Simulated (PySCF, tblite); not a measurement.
# CH8F2O2Si3: dynamics, then NMR shifts on frames, part 2 of 2

tblite 0.8.0 and PySCF 2.14.0. Atoms count from 0. The steps go on from the part before.

### Step 5. Nuclear shieldings: 625 fs, PBE0/pcSseg-1

What the job is given:

```
{"job": {"kind": "nmr", "xc": "PBE0", "basis": "pcSseg-1", "pop": false}, "charge": 0, "multiplicity": 1}
F     -1.711400     0.041100    -1.804600
C     -2.237900     0.496800    -0.603300
F     -3.514500     0.897200    -0.875500
Si    -2.452100    -0.707200     0.867400
O     -1.060500    -1.491400     1.157000
Si     0.531900    -1.850600     1.262900
O      1.292100    -0.456900     1.183800
Si     1.198100     1.148500     0.669400
H     -1.595000     1.332100    -0.290500
H     -3.511400    -1.741400     0.584000
H     -2.866400     0.330900     1.933900
H      0.881800    -2.634500     0.066600
H      0.733800    -2.264400     2.600500
H      0.953000     1.244900    -0.746200
H      2.512300     1.497100     1.220900
H      0.198200     1.991800     1.419000
```

Level: GIAO PBE0/pcSseg-1 NMR shielding, non-relativistic, gas phase.

Log:

```text
coarse grid: 15264 points
cycle   1  E = -1260.4966266930  dE =  8.565e-01  |g| = 1.195e+00  |ddm| = 3.642e+00
cycle   2  E = -1260.0602965393  dE =  4.363e-01  |g| = 1.948e+00  |ddm| = 2.264e+00
cycle   3  E = -1260.7366122189  dE = -6.763e-01  |g| = 1.039e-01  |ddm| = 1.649e+00
cycle   4  E = -1260.7382079881  dE = -1.596e-03  |g| = 6.768e-02  |ddm| = 1.506e-01
cycle   5  E = -1260.7388872151  dE = -6.792e-04  |g| = 1.424e-02  |ddm| = 4.443e-02
cycle   6  E = -1260.7389196781  dE = -3.246e-05  |g| = 2.207e-03  |ddm| = 1.085e-02
cycle   7  E = -1260.7389204614  dE = -7.832e-07  |g| = 7.007e-04  |ddm| = 2.052e-03
final grid: 135592 points
cycle   8  E = -1260.8178437702  dE = -2.509e-05  |g| = 1.073e-02  |ddm| = 2.111e-02
cycle   9  E = -1260.8178174699  dE =  2.630e-05  |g| = 1.636e-02  |ddm| = 1.697e-02
cycle  10  E = -1260.8178636544  dE = -4.618e-05  |g| = 7.089e-04  |ddm| = 1.065e-02
cycle  11  E = -1260.8178637441  dE = -8.970e-08  |g| = 2.723e-04  |ddm| = 7.942e-04
cycle  12  E = -1260.8178637577  dE = -1.365e-08  |g| = 8.932e-05  |ddm| = 2.100e-04
cycle  13  E = -1260.8178637588  dE = -1.066e-09  |g| = 2.465e-05  |ddm| = 6.029e-05
cycle  14  E = -1260.8178637589  dE = -9.732e-11  |g| = 4.323e-06  |ddm| = 2.000e-05
converged SCF energy = -1260.8178637589

GIAO shielding tensors (ppm)
atom      isotropic    diamagn.    paramagn.     s11        s22        s33       span
  0 F      328.355     476.433    -148.078    195.859    341.063    448.143    252.284
  1 C       58.825     251.322    -192.496     36.479     59.324     80.673     44.194
  2 F      343.659     469.679    -126.020    218.562    329.432    482.983    264.421
  3 Si     392.144     879.308    -487.163    353.981    385.536    436.916     82.936
  4 O      275.048     401.782    -126.734    242.142    252.945    330.058     87.916
  5 Si     388.100     881.800    -493.700    373.792    388.813    401.696     27.904
  6 O      284.748     402.388    -117.640    230.290    270.022    353.931    123.641
  7 Si     383.560     879.862    -496.302    335.980    355.141    459.560    123.580
  8 H       24.845      33.458      -8.613     22.646     25.225     26.665      4.019
  9 H       26.025      26.520      -0.495     22.650     24.604     30.820      8.170
 10 H       25.770      27.626      -1.856     22.918     24.664     29.729      6.811
 11 H       26.341      30.526      -4.185     23.070     24.014     31.938      8.868
 12 H       27.076      29.136      -2.059     23.040     24.627     33.562     10.522
 13 H       26.475      32.340      -5.865     23.366     25.463     30.596      7.229
 14 H       26.056      28.854      -2.798     21.961     24.500     31.707      9.746
 15 H       25.922      30.693      -4.771     23.315     25.128     29.322      6.007
```

Wall time 28 s (1 thread of Arm Neoverse V2, shared host); peak memory 0.91 GiB.

This run: δ C1 128.1, F0 -157.4, F2 -172.7, Si7 -34.4, H8 6.87, H10 5.95 ppm.

### Step 6. Shielding tensors: 800 fs, PBE0/pcSseg-1

What the job is given:

```
{"job": {"kind": "nmr", "xc": "PBE0", "basis": "pcSseg-1", "pop": false}, "charge": 0, "multiplicity": 1}
F     -1.580400    -0.112100    -1.432700
C     -2.141700     0.437000    -0.348200
F     -3.226600     1.101500    -0.742500
Si    -2.447600    -0.948000     0.997400
O     -1.070500    -1.706200     1.356400
Si     0.565400    -1.643400     1.749900
O      1.293500    -0.216300     1.490600
Si     1.634000     1.348600     1.139700
H     -1.434100     1.228900    -0.190100
H     -3.292900    -2.093500     0.370600
H     -2.878000    -0.148500     2.136800
H      0.999000    -2.614700     0.787100
H      0.641200    -1.880600     3.187900
H      1.563600     1.557500    -0.343300
H      2.851000     1.664500     1.868400
H      0.574200     2.057400     1.938000
```

With the program's defaults for keys left out, this is: GIAO PBE0/pcSseg-1 NMR shielding, non-relativistic, gas phase.

Log:

```text
coarse grid: 15264 points
cycle   1  E = -1260.5044930644  dE =  9.063e-01  |g| = 1.183e+00  |ddm| = 3.662e+00
cycle   2  E = -1260.1122177116  dE =  3.923e-01  |g| = 1.881e+00  |ddm| = 2.167e+00
cycle   3  E = -1260.7354249370  dE = -6.232e-01  |g| = 1.183e-01  |ddm| = 1.565e+00
cycle   4  E = -1260.7373662938  dE = -1.941e-03  |g| = 7.182e-02  |ddm| = 1.457e-01
cycle   5  E = -1260.7381050741  dE = -7.388e-04  |g| = 1.335e-02  |ddm| = 4.448e-02
cycle   6  E = -1260.7381335956  dE = -2.852e-05  |g| = 4.162e-03  |ddm| = 1.233e-02
cycle   7  E = -1260.7381362241  dE = -2.629e-06  |g| = 1.436e-03  |ddm| = 3.491e-03
final grid: 135592 points
cycle   8  E = -1260.8158164354  dE = -2.270e-05  |g| = 1.071e-02  |ddm| = 1.901e-02
cycle   9  E = -1260.8157896822  dE =  2.675e-05  |g| = 1.642e-02  |ddm| = 1.738e-02
cycle  10  E = -1260.8158356506  dE = -4.597e-05  |g| = 6.303e-04  |ddm| = 1.086e-02
cycle  11  E = -1260.8158357199  dE = -6.930e-08  |g| = 2.235e-04  |ddm| = 6.563e-04
cycle  12  E = -1260.8158357298  dE = -9.817e-09  |g| = 6.975e-05  |ddm| = 1.779e-04
cycle  13  E = -1260.8158357304  dE = -6.344e-10  |g| = 1.989e-05  |ddm| = 4.322e-05
converged SCF energy = -1260.8158357304

GIAO shielding tensors (ppm)
atom      isotropic    diamagn.    paramagn.     s11        s22        s33       span
  0 F      332.107     479.383    -147.276    216.968    318.045    461.307    244.339
  1 C       66.774     252.619    -185.845     50.709     70.279     79.335     28.625
  2 F      338.778     471.147    -132.370    222.739    320.857    472.738    249.999
  3 Si     387.792     879.544    -491.752    351.521    372.263    439.593     88.072
  4 O      268.780     403.643    -134.863    218.014    236.264    352.061    134.046
  5 Si     390.214     880.291    -490.077    369.128    399.781    401.733     32.605
  6 O      290.318     401.222    -110.904    233.939    278.586    358.430    124.491
  7 Si     390.925     879.708    -488.783    348.936    366.815    457.024    108.088
  8 H       25.442      35.883     -10.441     21.278     26.197     28.851      7.573
  9 H       25.318      26.239      -0.921     21.883     23.887     30.186      8.303
 10 H       26.412      28.540      -2.128     23.139     25.133     30.965      7.825
 11 H       26.716      30.949      -4.233     22.670     25.098     32.380      9.711
 12 H       26.525      27.613      -1.088     22.562     24.724     32.290      9.728
 13 H       25.754      30.802      -5.048     22.605     24.681     29.976      7.371
 14 H       26.323      28.278      -1.955     22.957     24.595     31.417      8.461
 15 H       25.806      30.461      -4.655     22.644     24.987     29.787      7.144
```

It took 26 s on 1 thread of Arm Neoverse V2, shared host; peak memory 0.88 GiB.

This run: δ C1 120.2, F0 -161.2, F2 -167.8, Si3 -38.6, H9 6.40, H8 6.28 ppm.

### Step 7. NMR shieldings: 1000 fs, PBE0/pcSseg-1

What the job is given:

```
{"job": {"kind": "nmr", "xc": "PBE0", "basis": "pcSseg-1", "pop": false}, "charge": 0, "multiplicity": 1}
F     -0.994600     0.585700    -1.211200
C     -2.088500     0.818800    -0.365300
F     -3.063400     1.291900    -1.187000
Si    -2.434900    -0.804800     0.558600
O     -1.058200    -1.235000     1.256500
Si     0.567000    -1.352100     1.407500
O      1.124000     0.134600     1.554600
Si     1.839500     1.512300     2.110700
H     -1.842300     1.595200     0.234300
H     -3.063100    -1.642300    -0.388800
H     -3.349200    -0.469800     1.606900
H      0.952300    -2.011100     0.142000
H      0.875200    -2.097600     2.622800
H      2.999100     1.573600     1.220000
H      2.135600     1.211100     3.497100
H      0.994500     2.712400     1.906200
```

With the program's defaults for keys left out, this is: GIAO PBE0/pcSseg-1 NMR shielding, non-relativistic, gas phase.

Log:

```text
coarse grid: 15264 points
cycle   1  E = -1260.5159680793  dE =  9.574e-01  |g| = 1.171e+00  |ddm| = 3.660e+00
cycle   2  E = -1260.1335062829  dE =  3.825e-01  |g| = 1.862e+00  |ddm| = 2.078e+00
cycle   3  E = -1260.7417580319  dE = -6.083e-01  |g| = 1.027e-01  |ddm| = 1.491e+00
cycle   4  E = -1260.7433050109  dE = -1.547e-03  |g| = 6.457e-02  |ddm| = 1.370e-01
cycle   5  E = -1260.7439111047  dE = -6.061e-04  |g| = 1.282e-02  |ddm| = 3.999e-02
cycle   6  E = -1260.7439371471  dE = -2.604e-05  |g| = 1.857e-03  |ddm| = 9.738e-03
cycle   7  E = -1260.7439377326  dE = -5.855e-07  |g| = 4.450e-04  |ddm| = 1.720e-03
final grid: 135592 points
cycle   8  E = -1260.8229728744  dE = -2.637e-05  |g| = 1.097e-02  |ddm| = 1.766e-02
cycle   9  E = -1260.8229465966  dE =  2.628e-05  |g| = 1.660e-02  |ddm| = 1.669e-02
cycle  10  E = -1260.8229934968  dE = -4.690e-05  |g| = 7.147e-04  |ddm| = 1.037e-02
cycle  11  E = -1260.8229935870  dE = -9.019e-08  |g| = 2.736e-04  |ddm| = 7.478e-04
cycle  12  E = -1260.8229936001  dE = -1.313e-08  |g| = 9.169e-05  |ddm| = 1.975e-04
cycle  13  E = -1260.8229936012  dE = -1.123e-09  |g| = 1.900e-05  |ddm| = 5.684e-05
cycle  14  E = -1260.8229936013  dE = -5.593e-11  |g| = 3.326e-06  |ddm| = 1.614e-05
converged SCF energy = -1260.8229936013

GIAO shielding tensors (ppm)
atom      isotropic    diamagn.    paramagn.     s11        s22        s33       span
  0 F      334.136     480.030    -145.894    187.085    346.021    469.301    282.216
  1 C       62.047     247.946    -185.899     38.891     61.659     85.593     46.702
  2 F      340.166     470.798    -130.632    212.461    326.062    481.976    269.516
  3 Si     394.416     879.875    -485.459    347.630    383.577    452.041    104.411
  4 O      290.051     400.844    -110.793    230.067    277.092    362.995    132.927
  5 Si     398.470     881.217    -482.746    385.318    396.100    413.993     28.674
  6 O      290.192     398.694    -108.501    223.369    277.739    369.469    146.100
  7 Si     387.819     879.961    -492.142    348.279    361.208    453.971    105.691
  8 H       26.809      35.041      -8.231     23.920     27.457     29.050      5.130
  9 H       27.315      28.963      -1.648     24.001     25.573     32.371      8.370
 10 H       27.275      28.356      -1.082     23.672     25.679     32.473      8.801
 11 H       26.409      31.490      -5.081     23.024     24.631     31.571      8.547
 12 H       26.713      28.308      -1.595     22.998     24.646     32.493      9.495
 13 H       26.279      29.459      -3.180     22.610     24.692     31.535      8.925
 14 H       26.421      27.973      -1.552     22.841     24.776     31.647      8.807
 15 H       26.167      30.009      -3.841     22.745     25.556     30.201      7.456
```

Wall time 27 s (1 thread of Arm Neoverse V2, shared host); peak memory 0.91 GiB.

In short: δ C1 124.9, F0 -163.2, F2 -169.2, Si7 -38.7, H15 5.55, H13 5.44 ppm.

### Step 8. Comparing the runs: NMR shifts

Shifts (ppm) of some atoms, chosen among heavy atoms and hydrogens apart, with basis size and wall time:

| frame | C1 | H8 | H9 | F2 | F0 | Si3 | O4 | functions | time |
| --- | --- | --- | --- | --- | --- | --- | --- | --- | --- |
| 250 fs | 132.5 | 7.53 | 5.82 | -145.5 | -152.4 | -29.8 | 65.6 | 197 | 28 s |
| 425 fs | 124.2 | 7.08 | 5.37 | -170.2 | -169.6 | -41.4 | 55.4 | 197 | 27 s |
| 625 fs | 128.1 | 6.87 | 5.69 | -172.7 | -157.4 | -43.0 | 61.0 | 197 | 28 s |
| 800 fs | 120.2 | 6.28 | 6.40 | -167.8 | -161.2 | -38.6 | 67.3 | 197 | 26 s |
| 1000 fs | 124.9 | 4.91 | 4.40 | -169.2 | -163.2 | -45.3 | 46.0 | 197 | 27 s |

### Step 9. Results

What follows sums up all 2 parts.

| quantity | value |
| --- | --- |
| thermostat | 300 K |
| mean temperature, second half | 285 K |
| mean potential energy above the minimum | 0.45 eV |
| ¹³C shifts against TMS (PBE0/pcSseg-1, 250 fs) | 132.5 ppm |
| ¹H shifts against TMS (PBE0/pcSseg-1, 250 fs) | 7.53, 6.42, 5.82, 5.67, 5.54, 5.10, 5.06, 4.68 ppm |
| ¹⁹F shifts against CFCl3 (PBE0/pcSseg-1, 250 fs) | -145.5, -152.4 ppm |
| ²⁹Si shifts against TMS (PBE0/pcSseg-1, 250 fs) | -29.8, -39.7, -43.7 ppm |
| ¹⁷O shifts against H2O (PBE0/pcSseg-1, 250 fs) | 65.6, 44.6 ppm |
| range of the shift of F2 | -172.7 to -145.5 ppm |

In the second half the potential energy averages 0.45 eV above the minimum; equipartition over 42 harmonic modes at 300 K would give 0.54 eV. With 16 atoms the temperature swings widely (152 to 380 K). Shifts at one fixed geometry are not the observed spectrum, which averages over the motion. Across the 5 runs the shift of F2 moves most, between -172.7 (625 fs) and -145.5 ppm (250 fs).
